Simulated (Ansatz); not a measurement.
# Mo4N: one candidate of a structure search, part 2 of 2

Aim: relax a trial structure of Mo4N and see where it ends.

Ansatz 0.2.0; DFT PBE, scalar-relativistic, plane waves, PAW. The steps go on from the part before.

**4. Relaxation on the finer mesh**

The end of the coarse run is made exact in the group found at a tolerance of 0.06 Å and reduced to its primitive cell. The moments had died out, so spin is switched off.

input.yaml

```yaml
crystal:
  lattice:
    - [4.1179565978, 0.0, 0.0]
    - [0.0, 4.1179565978, 0.0]
    - [0.0, 0.0, 4.1179565978]
  atoms:
    - { symbol: Mo, position: [0.5, 0.0, 0.0] }
    - { symbol: Mo, position: [0.0, 0.5, 0.0] }
    - { symbol: Mo, position: [0.0, 0.0, 0.5] }
    - { symbol: Mo, position: [0.5, 0.5, 0.5] }
    - { symbol: "N", position: [0.0, 0.0, 0.0] }
basis:
  ecutwfc: 420
kpoints:
  mp_grid: { grid: [10, 10, 10] }
hamiltonian:
  xc: pbe
scf:
  occupations: { method: gaussian, width: 0.1 }
output:
  forces: true
  stress: true
  eigenvalues: true
relax:
  adjacent_minimum: "off"
  f_tol: 0.01
  max_steps: 80
  cell: { stress_tol: 0.05 }
```

Command:

```console
$ ansatz run input.yaml --threads 1 --pin off --max-ram 2560MiB --backend cpu --events-out ev --progress --plain --runs-dir out
```

Output, cut to the lines that bear on the results:

```text
Warning: RAYON_NUM_THREADS=1 ignored (pool sized by the plan → 1); use --threads N
[...]
Pseudopotentials: kind: paw
Pseudopotential: Mo, paw, valence charge 14, recommended cutoff 420 eV (normal), Mo.paw.azcp
Pseudopotential: N, paw, valence charge 5, recommended cutoff 420 eV (normal), N.paw.azcp
Functional definition: PBE
[...]
Crystal: 5 atoms, lattice volume = 69.831 Å³
Basis set: ecut = 420 eV, 1357 PW (Γ), exchange–correlation on 60×60×60 points (8 copies of the dense FFT grid, shifted against one another)
Bands: 37, of which v1, the nominal top of the filled ones, is band 31 counted from 1 (30 counted from 0)
Symmetry: 48 space group operations
Space group: Pm-3m (ITA 221), of the structure as read, at distance tolerance 4.1e-5 Å
k-points: 56 of 1000
[...]
SCF iter   1: F=—  HF=-20208.297229 eV  |F-HF|=—  |Δ(HF+E_count)|=         —  Δρ=7.34e-3  dr2=4.57e-2  ethr=1.77e-3  ⟨swp⟩=5.1  Hψ=7432  notcnv=0
[...]
        0.000000      -0.000000      -0.002291
  P = ⅓ Tr σ = -0.0023 GPa (-0.023 kbar)
--- Band table (eV; the first three rows and the last of 56) ---
[...]
--- Relaxed structure (3 steps of the walk, 3 accepted, 1 SCFs on fresh bases) ---
  F+E_penalty+E_count = -20208.29243795 eV   max|allowed force component| = 5.164e-29 eV/Å   (the final SCF, on the basis selected at the relaxed cell)
  cell:  # Å, volume = 69.7407 Å³
    - [4.116189620400428, 9.62964972193618e-35, 3.209883240645393e-35]
    - [9.62964972193618e-35, 4.116189620400428, 0.0]
    - [0.0, 0.0, 4.116189620400428]
  atoms:
    - { symbol: Mo, position: [0.49999999999999994, 4.567291843860845e-39, -3.6538334814509917e-38] }
    - { symbol: Mo, position: [-4.871777983249533e-38, 0.49999999999999994, -2.1314028642610147e-38] }
    - { symbol: Mo, position: [-4.871777983515373e-38, -2.588132049152175e-38, 0.49999999999999994] }
    - { symbol: Mo, position: [0.49999999999999994, 0.49999999999999994, 0.49999999999999994] }
    - { symbol: N, position: [-2.92306678703421e-37, 1.2179444937786175e-38, 5.480750222043657e-38] }
```

Wall time 16 s (1 thread of Intel Xeon 6975P-C (Granite Rapids), shared host); peak memory 0.43 GiB.

Relaxation path:

```csv
step,energy from step 1 (eV/cell),largest force component (eV/Å),pressure (GPa),volume (Å³)
1,0.0000,0.0000,-0.36,69.83
2,-0.0002,0.0000,0.30,69.67
3,-0.0002,0.0000,0.00,69.74
4,-0.0001,0.0000,0.00,69.74
```

Step 1 is the start. Step 4 repeats the geometry before it on a plane-wave basis chosen anew for that cell, so its energy need not be comparable with the rows above.

|  | before | after | change |
| --- | --- | --- | --- |
| a (Å) | 4.118 | 4.116 | 0.0 % |
| b (Å) | 4.118 | 4.116 | 0.0 % |
| c (Å) | 4.118 | 4.116 | 0.0 % |
| volume (Å³/atom) | 13.97 | 13.95 | -0.1 % |
| shortest distance (Å) | 2.059 | 2.058 | 0.0 % |
| space group (0.01 Å) | Pm-3m | Pm-3m | same |

Forces and stress were held to the start's 48 operations: a distortion of lower symmetry was not tested.

**5. Changing settings: preconditioner kerker_dos**

input.yaml

```yaml
crystal:
  lattice:
    - [4.1161896204, 0.0, 0.0]
    - [0.0, 4.1161896204, 0.0]
    - [0.0, 0.0, 4.1161896204]
  atoms:
    - { symbol: Mo, position: [0.5, 0.0, 0.0] }
    - { symbol: Mo, position: [0.0, 0.5, 0.0] }
    - { symbol: Mo, position: [0.0, 0.0, 0.5] }
    - { symbol: Mo, position: [0.5, 0.5, 0.5] }
    - { symbol: "N", position: [0.0, 0.0, 0.0] }
basis:
  ecutwfc: 420
kpoints:
  mp_grid: { grid: [10, 10, 10] }
hamiltonian:
  xc: pbe
scf:
  occupations: { method: gaussian, width: 0.1 }
  mixing: { preconditioner: kerker_dos }
output:
  forces: true
  eigenvalues: true
  stress: true
```

Command:

```console
$ ansatz run input.yaml --threads 1 --pin off --max-ram 2560MiB --backend cpu --events-out ev --progress --plain --runs-dir out
```

Output, cut to the lines that bear on the results:

```text
Warning: RAYON_NUM_THREADS=1 ignored (pool sized by the plan → 1); use --threads N
[...]
[... 4 set-up lines as earlier in the session ...]
[...]
Crystal: 5 atoms, lattice volume = 69.741 Å³
Basis set: ecut = 420 eV, 1357 PW (Γ), exchange–correlation on 60×60×60 points (8 copies of the dense FFT grid, shifted against one another)
Bands: 37, of which v1, the nominal top of the filled ones, is band 31 counted from 1 (30 counted from 0)
[... 2 set-up lines as earlier in the session ...]
k-points: 56 of 1000
[...]
SCF iter   1: F=—  HF=-20208.297383 eV  |F-HF|=—  |Δ(HF+E_count)|=         —  Δρ=7.37e-3  dr2=4.59e-2  ethr=1.77e-3  ⟨swp⟩=5.1  Hψ=7419  notcnv=0
[...]
SCF iter   8: F=-20208.292438 eV  HF=-20208.292438 eV  |F-HF|=1.02e-8  |Δ(HF+E_count)|=   1.48e-8  Δρ=4.67e-6  dr2=1.90e-8  ethr=1.64e-10  ⟨swp⟩=7.2  Hψ=7126  notcnv=0
[...]
SCF converged after 8 iterations
Free energy (F): -20208.292438 eV
[...]
E sigma→0 (E₀):  -20208.280212 eV
Entropy (-TS):   -0.024452 eV (-4.890 meV/atom)
Fermi energy:    19.828274 eV
[...]
--- Forces (eV/Å), atoms counted from 1 ---
  atom   1  Mo    -0.00000000    -0.00000000     0.00000000
  atom   2  Mo     0.00000000     0.00000000     0.00000000
  atom   3  Mo     0.00000000     0.00000000     0.00000000
  atom   4  Mo     0.00000000     0.00000000    -0.00000000
  atom   5  N     -0.00000000    -0.00000000    -0.00000000
[...]
--- Stress (GPa, compression-positive) ---
       -0.002385       0.000000       0.000000
        0.000000      -0.002385       0.000000
       -0.000000       0.000000      -0.002385
  P = ⅓ Tr σ = -0.0024 GPa (-0.024 kbar)
--- Band table (eV; the first three rows and the last of 56) ---
[...]
```

Wall time 3.2 s (1 thread of Intel Xeon 6975P-C (Granite Rapids), shared host); peak memory 0.41 GiB.

```csv
run,ending,energy change,pressure (GPa),gap (eV),force (eV/Å),cycles,time
step 4,converged,0,0.0,0.00,0.00,-,16 s
variant,converged,0.0 meV/atom,0.0,0.00,0.00,8,3.2 s
```

The changed mixing doesn't alter the result here (within 0.5 meV/atom).

**6. Results**

The summary covers parts 1 to 2. Changes of volume or cell count from the first structure of part 1.

```
                                                              quantity                                                                      value
                                symmetry at the end (tolerance 0.05 Å)                                                space group Pm-3m (No. 221)
                                                     conventional cell  a = 4.116 Å, b = 4.116 Å, c = 4.116 Å, α = 90.00°, β = 90.00°, γ = 90.00°
                                                                volume                                                              13.95 Å³/atom
energy over the elements (uncorrected; H, N, O, F and Cl as molecules)                                                              -0.03 eV/atom
                                                       gap on the mesh                                                               none (metal)
```

In words: The space group Pm-3m (No. 221) is kept, and the volume per atom shrinks by 13.4 % from the first guess. The formation energy of this structure is too near zero to say whether it is bound against the elements. No finished test with a distortion of lower symmetry is shown, so the end may be a saddle point. A spin-polarised run here lost its starting moments, which speaks against magnetism, though one start doesn't rule it out. Other magnetic orders were not searched.
